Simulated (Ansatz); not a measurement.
# Hf3SnS8: the cost of one run

Method: DFT PBE, scalar-relativistic, plane waves, PAW, in Ansatz 0.2.0.

**1. The system as given**

The structure is trigonal, space group P-3m1 (No. 164). Conventional cell: a = 7.350 Å, b = 7.350 Å, c = 6.899 Å, α = 90.00°, β = 90.00°, γ = 120.00°. Around Hf (site symmetry 2/m) lie 6 S at 2.56 to 2.57 Å. Sn (site symmetry -3m) is surrounded by 6 S at 2.60 Å. S (site symmetry m) is surrounded by 2 Hf at 2.57 Å and 1 Sn at 2.60 Å. Around S (site symmetry 3m) lie 3 Hf at 2.56 Å.

Coordinates:

```
Hf Sn S
1.0
     7.34982    0.00000    0.00000
    -3.67491    6.36513    0.00000
     0.00000    0.00000    6.89858
Hf Sn S
3 1 8
Cartesian
  -1.8375 3.1826 0.0000
  3.6749 0.0000 0.0000
  1.8375 3.1826 0.0000
  0.0000 0.0000 0.0000
  0.0000 2.1439 1.4623
  -1.8182 5.2932 1.4623
  3.6749 2.1217 1.4343
  1.8182 5.2932 1.4623
  1.8567 1.0719 5.4363
  0.0000 4.2434 5.4642
  5.4932 1.0719 5.4363
  3.6749 4.2212 5.4363
```

The cell was relaxed beforehand at this level, from a generated guess; it needn't be the stable form of this composition. At a tolerance of 0.02 Å it has space group P-3m1 (No. 164); it has 26.89 Å³/atom, an uncorrected energy of -1.23 eV/atom over the elements.

**2. Bands, states and charges**

File input.yaml:

```yaml
crystal:
  lattice:
    - [7.3498150657, 0.0, 0.0]
    - [-3.6749075328, 6.36512656, 0.0]
    - [0.0, 0.0, 6.898576038]
  atoms:
    - { symbol: Hf, position: [0.0, 0.5, 0.0] }
    - { symbol: Hf, position: [0.5, 0.0, 0.0] }
    - { symbol: Hf, position: [0.5, 0.5, 0.0] }
    - { symbol: Sn, position: [0.0, 0.0, 0.0] }
    - { symbol: S, position: [0.1684086628, 0.3368173255, 0.2119719459] }
    - { symbol: S, position: [0.1684086628, 0.8315913372, 0.2119719459] }
    - { symbol: S, position: [0.6666666667, 0.3333333333, 0.2079177574] }
    - { symbol: S, position: [0.6631826745, 0.8315913372, 0.2119719459] }
    - { symbol: S, position: [0.3368173255, 0.1684086628, 0.7880280541] }
    - { symbol: S, position: [0.3333333333, 0.6666666667, 0.7920822426] }
    - { symbol: S, position: [0.8315913372, 0.1684086628, 0.7880280541] }
    - { symbol: S, position: [0.8315913372, 0.6631826745, 0.7880280541] }
basis:
  ecutwfc: 420
kpoints:
  mp_grid: { grid: [6, 6, 6] }
  band_path:
    path:
      - [[0.0, 0.0, 0.0], [0.5, 0.0, 0.0], [0.33333333, 0.33333333, 0.0], [0.0, 0.0, 0.0], [0.0, 0.0, 0.5], [0.5, 0.0, 0.5], [0.33333333, 0.33333333, 0.5], [0.0, 0.0, 0.5]]
      - [[0.5, 0.0, 0.5], [0.5, 0.0, 0.0]]
      - [[0.33333333, 0.33333333, 0.5], [0.33333333, 0.33333333, 0.0]]
    npoints: 10
hamiltonian:
  xc: pbe
scf:
  occupations: { method: gaussian, width: 0.01 }
  n_extra_bands: 30
output:
  forces: true
  stress: true
  eigenvalues: true
  populations: true
  dos: { projected: true, de: 0.02, nscf_kmesh: { grid: [8, 8, 8] } }
  bader: false
  write_density: true
  write_potential: true
  elf: true
  volumetric_format: npy
```

Launch:

```
> ansatz run input.yaml --threads 4 --pin off --max-ram 8192MiB --backend cpu --events-out ev --progress --plain --runs-dir out
```

What time and memory should one allow on 4 threads of Arm Neoverse V2, shared host?

About 87 s, with a peak of 2.2 GiB.
